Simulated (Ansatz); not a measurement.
Relaxation of a periodic cell of 17 atoms, Si16N (host Si, host structure diamond, interstitial N), to a largest force component of 0.03 eV/Å in at most 60 steps.

These are results of DFT PBE-D3(BJ), scalar-relativistic, plane waves, PAW in Ansatz, not measurements. Settings: cutoff 420 eV, k mesh 2x2x2, gaussian smearing 0.05 eV, spin collinear.

```xyz
17
Lattice="0.0000 5.4300 5.4300 5.4300 0.0000 5.4300 5.4300 5.4300 0.0000" Properties=species:S:1:pos:R:3
Si 0.000 0.000 0.000
Si 1.357 1.357 1.357
Si 2.715 2.715 0.000
Si 4.072 4.072 1.357
Si 2.715 0.000 2.715
Si 4.072 1.357 4.072
Si 5.430 2.715 2.715
Si 6.787 4.072 4.072
Si 0.000 2.715 2.715
Si 1.357 4.072 4.072
Si 2.715 5.430 2.715
Si 4.072 6.787 4.072
Si 2.715 2.715 5.430
Si 4.072 4.072 6.787
Si 5.430 5.430 5.430
Si 6.787 6.787 6.787
N 4.021 4.084 4.086
```

Question: Where does it end, and by what steps?

Answer: The forces met the threshold. Limits of this set-up: coarse k mesh, a small cell, in which the defect meets its images, a typed lattice constant that wasn't relaxed here. After 24 steps the energy has fallen by 2.731 eV; N17 moved furthest, 1.62 Å. Parted: Si10–Si13 (2.35 → 3.01 Å). Joined: Si10–N17 (2.66 → 1.73 Å).

| step | energy less start (eV) | largest force component (eV/Å) | accepted |
| --- | --- | --- | --- |
| 0 | 0.0000 | 0.534 | yes |
| 1 | -0.1212 | 0.441 | yes |
| 2 | -0.4856 | 0.833 | yes |
| 3 | -0.8718 | 0.854 | yes |
| 4 | -1.2095 | 0.614 | yes |
| 5 | -1.5185 | 0.655 | yes |
| 6 | -1.6275 | 0.348 | yes |
| 7 | -1.7954 | 0.589 | yes |
| 8 | -1.9628 | 2.260 | yes |
| 9 | -2.3827 | 1.129 | yes |
| 10 | -2.5491 | 0.386 | yes |
| 11 | -2.5686 | 0.610 | yes |
| 12 | -2.5563 | 0.355 | no |
| 13 | -2.6038 | 0.605 | yes |
| 14 | -2.6032 | 0.387 | no |
| 15 | -2.6225 | 0.114 | yes |
| 16 | -2.6314 | 0.198 | yes |
| 17 | -2.6535 | 0.261 | yes |
| 18 | -2.6757 | 0.240 | yes |
| 19 | -2.7093 | 0.249 | yes |
| 20 | -2.7220 | 0.212 | yes |
| 21 | -2.7201 | 0.318 | no |
| 22 | -2.7290 | 0.040 | yes |
| 23 | -2.7304 | 0.053 | yes |
| 24 | -2.7309 | 0.018 | yes |

```xyz
17
Lattice="0.0000 5.4300 5.4300 5.4300 0.0000 5.4300 5.4300 5.4300 0.0000" Properties=species:S:1:pos:R:3
Si -0.219 0.037 -0.004
Si 1.462 1.179 1.203
Si 2.809 2.654 -0.027
Si 4.107 3.975 1.412
Si 2.825 -0.059 2.662
Si 4.077 1.436 3.976
Si 5.596 2.681 2.690
Si 6.915 4.059 4.071
Si 0.111 2.475 2.611
Si 0.845 4.299 3.749
Si 2.939 5.308 2.935
Si 4.285 6.754 4.165
Si 2.982 2.914 5.362
Si 4.343 4.072 6.845
Si 5.704 5.456 5.522
Si 7.093 6.849 6.822
N 2.448 4.295 4.392
```

Whether the end is a true minimum wasn't checked by a vibrational analysis.

Run time: 3.4 min on 2 threads of AMD EPYC 7B13 (Zen 3), with other jobs on the host, peak memory 0.77 GiB.
